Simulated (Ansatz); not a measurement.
# Alloy of Si and Ge (72 of 128 Si sites exchanged), 128 atoms

How does this alloy cell relax, and what gap do PBEsol, HSE06 and r²SCAN give?

Method: density functional theory in Ansatz 0.2.0, PAW datasets, plane waves.

### 1 Starting point

128 atoms (56 Si, 72 Ge); a = 15.751 Å, b = 15.751 Å, c = 15.751 Å, α = 60.00°, β = 60.00°, γ = 60.00°. All atoms were shaken off their sites by about 0.02 Å along each axis.

Plan of the steps: (2) PBEsol cell relaxation at the single k point (½, ½, ½), on 1 × NVIDIA GB200 with 8 threads of Arm Neoverse-V2; (3) HSE06 single point at the Γ point alone, on 1 × NVIDIA GB200 with 8 threads of Arm Neoverse-V2; (4) r²SCAN single point at the Γ point alone, on 1 × NVIDIA GB200 with 8 threads of Arm Neoverse-V2.

### 2 PBEsol relaxation of the cell and the positions

in.yaml reads:

```yaml
crystal:
  lattice:
    - [0.000000, 11.137518, 11.137518]
    - [11.137518, 0.000000, 11.137518]
    - [11.137518, 11.137518, 0.000000]
  atoms:
    - { symbol: Si, position: [0.002484, 0.000910, 0.000052] }
    - { symbol: Si, position: [0.498588, 0.000155, 0.000069] }
    - { symbol: Si, position: [0.001412, 0.499053, 0.000887] }
    - { symbol: Si, position: [0.252072, 0.248238, 0.249096] }
    - { symbol: Si, position: [0.498991, 0.999406, 0.498440] }
    - { symbol: Si, position: [0.249881, 0.251613, 0.751652] }
    - { symbol: Si, position: [0.499542, 0.499865, 0.499151] }
    - { symbol: Si, position: [0.562470, 0.064781, 0.062091] }
    - { symbol: Si, position: [0.310522, 0.315589, 0.312434] }
    - { symbol: Si, position: [0.311726, 0.313827, 0.811042] }
    - { symbol: Si, position: [0.564586, 0.561936, 0.561771] }
    - { symbol: Si, position: [0.314388, 0.813715, 0.812829] }
    - { symbol: Si, position: [0.000911, 0.000031, 0.249592] }
    - { symbol: Si, position: [0.250120, 0.251819, 0.000979] }
    - { symbol: Si, position: [0.501939, 0.000883, 0.249240] }
    - { symbol: Si, position: [0.001110, 0.498813, 0.250169] }
    - { symbol: Si, position: [0.251483, 0.751199, 0.998697] }
    - { symbol: Si, position: [0.001648, 0.000692, 0.749261] }
    - { symbol: Si, position: [0.248052, 0.249663, 0.501217] }
    - { symbol: Si, position: [0.502250, 0.995372, 0.749427] }
    - { symbol: Si, position: [0.002630, 0.498831, 0.749753] }
    - { symbol: Si, position: [0.250718, 0.749897, 0.500798] }
    - { symbol: Si, position: [0.811175, 0.312545, 0.063178] }
    - { symbol: Si, position: [0.061612, 0.562460, 0.313940] }
    - { symbol: Si, position: [0.313431, 0.811410, 0.062820] }
    - { symbol: Si, position: [0.560692, 0.563314, 0.314086] }
    - { symbol: Si, position: [0.810924, 0.312043, 0.562365] }
    - { symbol: Si, position: [0.564336, 0.566399, 0.809032] }
    - { symbol: Si, position: [0.749564, 0.002359, 0.248781] }
    - { symbol: Si, position: [0.250376, 0.000885, 0.749163] }
    - { symbol: Si, position: [0.747185, 0.002405, 0.749501] }
    - { symbol: Si, position: [0.249016, 0.498940, 0.750406] }
    - { symbol: Si, position: [0.753931, 0.498929, 0.749948] }
    - { symbol: Si, position: [0.561270, 0.309219, 0.063310] }
    - { symbol: Si, position: [0.060716, 0.814099, 0.063024] }
    - { symbol: Si, position: [0.067346, 0.309526, 0.560200] }
    - { symbol: Si, position: [0.311595, 0.563237, 0.311165] }
    - { symbol: Si, position: [0.313777, 0.060529, 0.813317] }
    - { symbol: Si, position: [0.562753, 0.313325, 0.559225] }
    - { symbol: Si, position: [0.811705, 0.060413, 0.813826] }
    - { symbol: Si, position: [0.749126, 0.000865, 0.999384] }
    - { symbol: Si, position: [0.252183, 0.501084, 0.997380] }
    - { symbol: Si, position: [0.501613, 0.250809, 0.250027] }
    - { symbol: Si, position: [0.251950, 0.496481, 0.502080] }
    - { symbol: Si, position: [0.497268, 0.251227, 0.751411] }
    - { symbol: Si, position: [0.748038, 0.499751, 0.500659] }
    - { symbol: Si, position: [0.000150, 0.750744, 0.749856] }
    - { symbol: Si, position: [0.498426, 0.751959, 0.749931] }
    - { symbol: Si, position: [0.312804, 0.062689, 0.061568] }
    - { symbol: Si, position: [0.812454, 0.060858, 0.062572] }
    - { symbol: Si, position: [0.562017, 0.313548, 0.313145] }
    - { symbol: Si, position: [0.813150, 0.563233, 0.061661] }
    - { symbol: Si, position: [0.812417, 0.063948, 0.561236] }
    - { symbol: Si, position: [0.062745, 0.811193, 0.315013] }
    - { symbol: Si, position: [0.312391, 0.561367, 0.564684] }
    - { symbol: Si, position: [0.563138, 0.813552, 0.810228] }
    - { symbol: Ge, position: [0.001957, 0.999948, 0.499779] }
    - { symbol: Ge, position: [0.499181, 0.500493, 0.000888] }
    - { symbol: Ge, position: [0.748181, 0.249285, 0.249366] }
    - { symbol: Ge, position: [0.000568, 0.499890, 0.499270] }
    - { symbol: Ge, position: [0.250440, 0.750142, 0.250499] }
    - { symbol: Ge, position: [0.748394, 0.751667, 0.250556] }
    - { symbol: Ge, position: [0.749816, 0.254617, 0.745826] }
    - { symbol: Ge, position: [0.248143, 0.753019, 0.752010] }
    - { symbol: Ge, position: [0.751160, 0.748421, 0.751461] }
    - { symbol: Ge, position: [0.063456, 0.062880, 0.063208] }
    - { symbol: Ge, position: [0.063112, 0.562518, 0.062591] }
    - { symbol: Ge, position: [0.060191, 0.063124, 0.562352] }
    - { symbol: Ge, position: [0.562703, 0.561673, 0.063306] }
    - { symbol: Ge, position: [0.561824, 0.062622, 0.561835] }
    - { symbol: Ge, position: [0.813318, 0.308764, 0.313629] }
    - { symbol: Ge, position: [0.061619, 0.566335, 0.559581] }
    - { symbol: Ge, position: [0.312161, 0.812736, 0.314125] }
    - { symbol: Ge, position: [0.812523, 0.812301, 0.313681] }
    - { symbol: Ge, position: [0.811363, 0.314562, 0.814760] }
    - { symbol: Ge, position: [0.813209, 0.809739, 0.814022] }
    - { symbol: Ge, position: [0.749217, 0.250551, 0.999006] }
    - { symbol: Ge, position: [0.499902, 0.499386, 0.250823] }
    - { symbol: Ge, position: [0.750860, 0.749102, 0.999730] }
    - { symbol: Ge, position: [0.748349, 0.250081, 0.500435] }
    - { symbol: Ge, position: [0.502374, 0.499567, 0.749962] }
    - { symbol: Ge, position: [0.750209, 0.748491, 0.501678] }
    - { symbol: Ge, position: [0.060807, 0.063548, 0.313280] }
    - { symbol: Ge, position: [0.314906, 0.311969, 0.061520] }
    - { symbol: Ge, position: [0.561421, 0.061018, 0.313334] }
    - { symbol: Ge, position: [0.062237, 0.062669, 0.813665] }
    - { symbol: Ge, position: [0.312954, 0.312600, 0.563007] }
    - { symbol: Ge, position: [0.810901, 0.811246, 0.064078] }
    - { symbol: Ge, position: [0.564187, 0.060014, 0.812475] }
    - { symbol: Ge, position: [0.063170, 0.563425, 0.811242] }
    - { symbol: Ge, position: [0.313290, 0.813090, 0.560717] }
    - { symbol: Ge, position: [0.813042, 0.812296, 0.563102] }
    - { symbol: Ge, position: [0.998875, 0.249866, 0.002118] }
    - { symbol: Ge, position: [0.250233, 0.998251, 0.249877] }
    - { symbol: Ge, position: [0.500645, 0.251907, 0.998896] }
    - { symbol: Ge, position: [0.000188, 0.750431, 0.000858] }
    - { symbol: Ge, position: [0.001218, 0.247654, 0.499674] }
    - { symbol: Ge, position: [0.249803, 0.500742, 0.249134] }
    - { symbol: Ge, position: [0.497860, 0.751118, 0.999102] }
    - { symbol: Ge, position: [0.501256, 0.251148, 0.499841] }
    - { symbol: Ge, position: [0.752507, 0.498274, 0.250979] }
    - { symbol: Ge, position: [0.999057, 0.749473, 0.500519] }
    - { symbol: Ge, position: [0.502143, 0.747568, 0.497648] }
    - { symbol: Ge, position: [0.061084, 0.313259, 0.062099] }
    - { symbol: Ge, position: [0.314184, 0.064249, 0.311559] }
    - { symbol: Ge, position: [0.810362, 0.060761, 0.314334] }
    - { symbol: Ge, position: [0.558427, 0.810275, 0.065969] }
    - { symbol: Ge, position: [0.811362, 0.563103, 0.311745] }
    - { symbol: Ge, position: [0.064166, 0.812824, 0.560271] }
    - { symbol: Ge, position: [0.311434, 0.560561, 0.814558] }
    - { symbol: Ge, position: [0.560037, 0.812703, 0.562671] }
    - { symbol: Ge, position: [0.813351, 0.563993, 0.812875] }
    - { symbol: Ge, position: [0.248773, 0.002303, 0.000210] }
    - { symbol: Ge, position: [0.001305, 0.249399, 0.248222] }
    - { symbol: Ge, position: [0.250883, 0.000476, 0.500805] }
    - { symbol: Ge, position: [0.749051, 0.503417, 0.000885] }
    - { symbol: Ge, position: [0.749575, 0.999707, 0.500790] }
    - { symbol: Ge, position: [0.998875, 0.750916, 0.248527] }
    - { symbol: Ge, position: [0.001412, 0.251582, 0.746320] }
    - { symbol: Ge, position: [0.500264, 0.749387, 0.249310] }
    - { symbol: Ge, position: [0.060225, 0.311877, 0.314102] }
    - { symbol: Ge, position: [0.313750, 0.561341, 0.062009] }
    - { symbol: Ge, position: [0.311245, 0.065627, 0.562752] }
    - { symbol: Ge, position: [0.062676, 0.311908, 0.811266] }
    - { symbol: Ge, position: [0.560440, 0.812565, 0.315680] }
    - { symbol: Ge, position: [0.564414, 0.311016, 0.811876] }
    - { symbol: Ge, position: [0.812587, 0.562266, 0.561437] }
    - { symbol: Ge, position: [0.060863, 0.810651, 0.814342] }
kpoints:
  mp_grid: { grid: [1, 1, 1], shift: [0.5, 0.5, 0.5] }
hamiltonian:
  xc: pbesol
scf:
  occupations: { method: fermi_dirac, width: 0.01 }
relax:
  f_tol: 0.03
  max_steps: 80
  escape_saddle: false
  adjacent_minimum: "off"
  cell: { fix: [shape] }
output:
  forces: true
  eigenvalues: true
  populations: true
```

Launch:

```
> ansatz run in.yaml --threads 8 --pin off --max-ram 118750MiB --runs-dir r --events-out ev --progress --plain --backend cuda --devices 0, --max-vram 170GiB
```

After this run come: HSE06 single point; r²SCAN on the same atoms.

**Question.** What will these runs give? Wanted: for each run, top filled to lowest empty.

As calculated:

```
             level         time   k points  top filled to lowest empty (eV)
PBEsol, relaxation  7.3 s (GPU)  (½, ½, ½)                             0.97
             HSE06  2 min (GPU)          Γ                             1.15
            r²SCAN  9.5 s (GPU)          Γ                             0.75
```

```
     quantity                                                                         value
   relaxation                                              5 recorded steps, 1.90 eV gained
largest shift                                                0.09 Å (Si33 and others alike)
 relaxed cell  a = 15.721 Å, b = 15.721 Å, c = 15.721 Å, α = 60.00°, β = 60.00°, γ = 60.00°
   mean bonds                                       Ge–Ge 2.441, Ge–Si 2.401, Si–Si 2.365 Å
```

**What this shows.** The relaxation lowers the energy by 1.90 eV; the largest shift is 0.09 Å (Si33 and others alike), while the volume changes by -0.6 %. The mean lengths of the listed bonds run from Si–Si 2.37 Å to Ge–Ge 2.44 Å. At the same k points, r²SCAN gives a spacing 0.40 eV smaller than the 1.15 eV of HSE06. The relaxation ran on other k points, so part of any difference from the later rows can come from the mesh. The HSE06 single point took about 12 times as long as the r²SCAN one on the same kind of device. Spin–orbit coupling is left out, which matters for the band edges of the heavier elements here. With one k point the spacing samples only the states that fold onto it, so it can exceed the gap over the zone.
